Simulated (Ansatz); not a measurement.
The system is SnSe2.

```xyz
3
Lattice="3.8110 0.0000 0.0000 -1.9055 3.3004 0.0000 0.0000 0.0000 6.1360" Properties=species:S:1:pos:R:3 pbc="T T T"
Sn    0.0000    0.0000    0.0000
Se    1.9055    1.1001    4.6081
Se    0.0000    2.2003    1.5279
```

* Program: Ansatz 0.2.0
* Task: relaxation of cell and atoms
* Functional: PBEsol
* Dispersion: D4
* Potentials or basis: Ansatz PAW
* Cutoff: 420 eV (not typed: the program's choice for these potentials)
* k mesh: 8 × 8 × 5
* Occupations: fermi-dirac, width 0.05 eV
* Spin: no spin polarisation

At the start: volume 25.73 Å³/atom.

Q: Where does the relaxation end?

A: It ends after 6 steps and the volume is 24.46 Å³/atom (-4.9 %); space group P-3m1 (No. 164, to 0.05 Å).

The path:
```
step  energy change (eV)  largest force (eV/Å)  volume (Å³)
   1              0.0000                0.6096        77.18
   2             -0.0493                0.0286        75.02
   3             -0.0540                0.0074        73.58
   4             -0.0548                0.0060        73.29
   5             -0.0549                0.0035        73.38
   6             -0.0541                0.0039        73.38
```

Final structure:
```
Sn Se
1.0
     3.80179    0.00000    0.00000
    -1.90089    3.29244    0.00000
     0.00000    0.00000    5.86261
Sn Se
1 2
Cartesian
  0.0000 0.0000 0.0000
  1.9009 1.0975 4.2774
  0.0000 2.1950 1.5852
```

Caveat: the plane-wave basis is chosen anew once the cell has moved, so the energies of steps on either side of that aren't comparable; the PAW data sets come from PBE, with cores solved anew for the run's functional, which leaves a small shift of forces and pressure.
